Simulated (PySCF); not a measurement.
**WO2⁻ (quartet) under other conditions**

How does WO2⁻ (quartet) answer to another spin, charge, distance or environment?

Method: each script names its method and basis; program: PySCF 2.14.0.

4 further runs of the same task are left out: 2 for a known fault of the program, 2 that didn't finish.

### Step 1. The system as given

WO2⁻ (quartet): 3 atoms, charge -1, spin multiplicity 4.

Bond lengths: W1–O2 1.769 Å, W1–O3 1.769 Å. Angles: O2–W1–O3 130.7°.

Coordinates:

```xyz
3

W    -0.0007    0.1088    0.0000
O     0.0040   -0.6290    1.6080
O     0.0040   -0.6290   -1.6080
```

### Step 2. Base script

input.py

```python
from pyscf import gto, scf, mp

mol = gto.M(
    atom='W -0.0007 0.1088 0; O 0.004 -0.629 1.608; O 0.004 -0.629 -1.608',
    basis='sbkjc',
    ecp={'W': 'sbkjc', 'O': 'sbkjc'},
    charge=-1,
    spin=3,
    symmetry=True,
    verbose=4,
)
mf = scf.UHF(mol)
mf.level_shift = 0.3
mf.kernel()
mp.MP2(mf).kernel()
mf.dip_moment()
print('orbital energies (hartree):', [e[max(0, n-3):n+3].round(4) for e, n in zip(mf.mo_energy, mol.nelec)])
```

Launch:

```bash
$ OMP_NUM_THREADS=1 python input.py
```

The log of this run is left out.

Base result: E(SCF) = -98.495323 Eh, E(MP2) − E(SCF) = -0.43352 Eh, ⟨S²⟩ = 3.989.

The dipole of an ion depends on the origin. No search for the lowest state was made; open d or f shells can end in a higher solution. The quartet is typed in the script; nothing here shows that it is the ground state.

### Step 3. Coordinates × 1.12

Run 1 changes geometry: coordinates × 1 → coordinates × 1.12.

input.py

```python
from pyscf import gto, scf, mp

mol = gto.M(
    atom='W -0.0008 0.1219 0; O 0.0045 -0.7045 1.801; O 0.0045 -0.7045 -1.801',
    basis='sbkjc',
    ecp={'W': 'sbkjc', 'O': 'sbkjc'},
    charge=-1,
    spin=3,
    symmetry=True,
    verbose=4,
)
mf = scf.UHF(mol)
mf.level_shift = 0.3
mf.kernel()
mp.MP2(mf).kernel()
mf.dip_moment()
print('orbital energies (hartree):', [e[max(0, n-3):n+3].round(4) for e, n in zip(mf.mo_energy, mol.nelec)])
```

Launch:

```bash
$ OMP_NUM_THREADS=1 python input.py
```

### Step 4. Lengths in bohr

Run 2 changes length unit: angstrom → bohr.

Changes to input.py since step 2:

```diff
@@ -8,2 +8,3 @@
     spin=3,
+    unit='bohr',
     symmetry=True,
```

### Step 5. Coordinates × 0.3

Run 3 changes geometry: coordinates × 1 → coordinates × 0.3.

Changes to input.py since step 2:

```diff
@@ -3,3 +3,3 @@
 mol = gto.M(
-    atom='W -0.0007 0.1088 0; O 0.004 -0.629 1.608; O 0.004 -0.629 -1.608',
+    atom='W -0.0002 0.0326 0; O 0.0012 -0.1887 0.4824; O 0.0012 -0.1887 -0.4824',
     basis='sbkjc',
```

### Step 6. Coordinates × 0.93

Run 4 changes geometry: coordinates × 1 → coordinates × 0.93.

Changes to input.py since step 2:

```diff
@@ -3,3 +3,3 @@
 mol = gto.M(
-    atom='W -0.0007 0.1088 0; O 0.004 -0.629 1.608; O 0.004 -0.629 -1.608',
+    atom='W -0.0007 0.1012 0; O 0.0037 -0.585 1.4954; O 0.0037 -0.585 -1.4954',
     basis='sbkjc',
```

What does the calculation give? Wanted: for each run, E(SCF); from base; gap, α spin; after the SCF.

The runs gave:

```csv
run,E(SCF) (hartree),from base (eV),cycles,"gap, α spin (eV)",after the SCF
base,-98.495323,0,25,9.90,MP2 correlation -11.797 eV
coordinates × 1.12,-98.463704,+0.8604,37,7.44,MP2 correlation -9.761 eV
lengths in bohr (poor choice),-91.771047,not comparable,28,5.77,MP2 correlation -7.019 eV
coordinates × 0.3 (poor choice),-47.791764,+1379.7141,24,2.17,MP2 correlation -4.537 eV
coordinates × 0.93,-98.451491,+1.1927,19,9.42,MP2 correlation -11.588 eV
```

Of the runs whose energies can be compared, “coordinates × 0.3” moves the SCF energy most (+1379.714 eV). With coordinates × 1.12 the frontier gap moves by over 1.5 eV, which can mean another electronic state rather than the bond length alone. With coordinates × 0.3 the frontier gap moves by over 1.5 eV, which can mean another electronic state rather than the bond length alone. Rows marked «poor choice» come from settings spoiled on purpose.
